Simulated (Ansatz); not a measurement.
# C3H9FSi: one species, many methods

Aim: compute C3H9FSi with functionals from several rungs and with coupled cluster, and see how far each lands from CCSD(T) at the basis-set limit for the atomisation energy.

Method: functionals in def2-TZVPP, the program's frozen cores in correlated methods; program: Ansatz 0.2.0, Gaussian basis.

The runs, in order: LDA (SPW92), PBE-D4, revPBE-D4, BLYP-D4, r2SCAN-D4, B97M-V, PBE0-D4, B3LYP-D4, r2SCANh-D4, r2SCAN0-D4, HSE06-D4, BHLYP-D4, CAM-B3LYP-D4, LC-ωPBE, ωB97X-V, ωB97M-V, B2PLYP, PBE-QIDH; CCSD(T)/def2-SVP; CCSD(T)/def2-TZVPP; MP2/def2-QZVPP; extrapolation to the limit; RPA on PBE.

**1. The relaxed structure**

All runs share one geometry, relaxed beforehand with PBE0-D4 in a triple-zeta def2 set.

SMILES `CC(F)C[SiH3]`, 14 atoms, charge 0, spin multiplicity 1.

Atoms are counted from 1 here; the program's logs count them from 0.

Bond lengths: C1–C2 1.508 Å, C1–H6 1.092 Å, C1–H7 1.092 Å, C1–H8 1.091 Å, C2–F3 1.398 Å, C2–C4 1.514 Å, C2–H9 1.097 Å, C4–Si5 1.885 Å, C4–H10 1.096 Å, C4–H11 1.095 Å, Si5–H12 1.488 Å, Si5–H13 1.484 Å, Si5–H14 1.488 Å. Angles: C2–C1–H6 110.2°, C2–C1–H7 110.2°, C2–C1–H8 110.7°, H6–C1–H7 108.5°, H6–C1–H8 108.5°, H7–C1–H8 108.7°, C1–C2–F3 108.0°, C1–C2–C4 114.2°, C1–C2–H9 110.2°, F3–C2–C4 108.5°, F3–C2–H9 105.8°, C4–C2–H9 109.7°, C2–C4–Si5 113.9°, C2–C4–H10 109.8°, C2–C4–H11 108.8°, Si5–C4–H10 109.1°, Si5–C4–H11 108.2°, H10–C4–H11 106.7° and more.

**2. LDA**

This LDA is Slater exchange with PW92 correlation.

Contents of in.yaml:

```yaml
crystal:
  periodic: [false, false, false]
  atoms:
    - {symbol: C, position_ang: [-1.752711, 0.814021, 0.758206]}
    - {symbol: C, position_ang: [-0.353635, 0.712517, 0.205788]}
    - {symbol: F, position_ang: [0.538280, 1.088902, 1.215051]}
    - {symbol: C, position_ang: [0.024213, -0.671364, -0.278215]}
    - {symbol: Si, position_ang: [1.848628, -0.855854, -0.713813]}
    - {symbol: H, position_ang: [-2.482145, 0.563852, -0.015386]}
    - {symbol: H, position_ang: [-1.880836, 0.120269, 1.592247]}
    - {symbol: H, position_ang: [-1.955143, 1.826995, 1.110433]}
    - {symbol: H, position_ang: [-0.213118, 1.439170, -0.603401]}
    - {symbol: H, position_ang: [-0.240237, -1.415606, 0.481264]}
    - {symbol: H, position_ang: [-0.566459, -0.907856, -1.169548]}
    - {symbol: H, position_ang: [2.269594, 0.267121, -1.595286]}
    - {symbol: H, position_ang: [2.709593, -0.877728, 0.494147]}
    - {symbol: H, position_ang: [2.040974, -2.133539, -1.452689]}
basis:
  gaussian: {orbitals: def2-TZVPP}
hamiltonian: {xc: lda}
output: {orbitals: {seedname: orbitals}}
```

Run with:

```sh
> ansatz run in.yaml --threads 4 --pin off --events-out ev --progress --plain --max-ram 10444MiB
```

The runs that follow: PBE-D4 (GGA); revPBE-D4 (GGA); BLYP-D4 (GGA); r2SCAN-D4 (meta-GGA); B97M-V (meta-GGA); B3LYP-D4 (hybrid); r2SCANh-D4 (hybrid); r2SCAN0-D4 (hybrid); HSE06-D4 (hybrid); BHLYP-D4 (hybrid); CAM-B3LYP-D4 (range-separated); LC-ωPBE (range-separated); ωB97X-V (range-separated); ωB97M-V (range-separated); B2PLYP (double hybrid); PBE-QIDH (double hybrid); CCSD(T) in def2-SVP; CCSD(T) in def2-TZVPP; MP2 in def2-QZVPP; RPA on PBE orbitals.

Q: Predict the results of all the runs planned. Wanted: atomisation energy, CCSD(T)/CBS; farthest beyond LDA; mean size of error, GGA; mean size of error, meta-GGA; mean size of error, hybrid; mean size of error, range-separated; mean size of error, double hybrid; gap, smallest and largest; T1 diagnostic.

**Answer**, as computed:

| quantity | value |
| --- | --- |
| atomisation energy, CCSD(T)/CBS | 1228.1 kcal/mol |
| functionals within 6.1 kcal/mol (0.5 %) | r2SCAN-D4, B97M-V, PBE0-D4, B3LYP-D4, r2SCANh-D4, HSE06-D4, LC-ωPBE, ωB97X-V, ωB97M-V |
| farthest beyond LDA | BHLYP-D4 (-26.3 kcal/mol) |
| mean size of error, GGA | 11.1 kcal/mol |
| mean size of error, meta-GGA | 1.4 kcal/mol |
| mean size of error, hybrid | 7.1 kcal/mol |
| mean size of error, range-separated | 4.2 kcal/mol |
| mean size of error, double hybrid | 10.2 kcal/mol |
| gap, smallest and largest | 7.26 eV (LDA (SPW92)), 14.30 eV (LC-ωPBE) |
| T1 diagnostic | 0.0106 |
| triples share of the correlation energy | 3.4 % |

What this shows: LDA overbinds by 159.8 kcal/mol (13 %). PBE-D4 misses by +13.6 kcal/mol. Double hybrids carry the basis error of their MP2 part in triple zeta, and no dispersion term here, so their miss is partly the set-up's. The rungs meta-GGA, range-separated miss on average by less than the doubt on the reference (6.1 kcal/mol), so they tie. The reference freezes the cores and leaves out relativity and excitations past (T), so misses under about 6.1 kcal/mol can't be ranked. Hartree-Fock recovers 76 % of the binding; the rest is correlation. CCSD(T) in def2-SVP is off by -54.5 kcal/mol, which most functionals beat. Orbital gaps span 7.3 to 14.3 eV; exact exchange widens them.
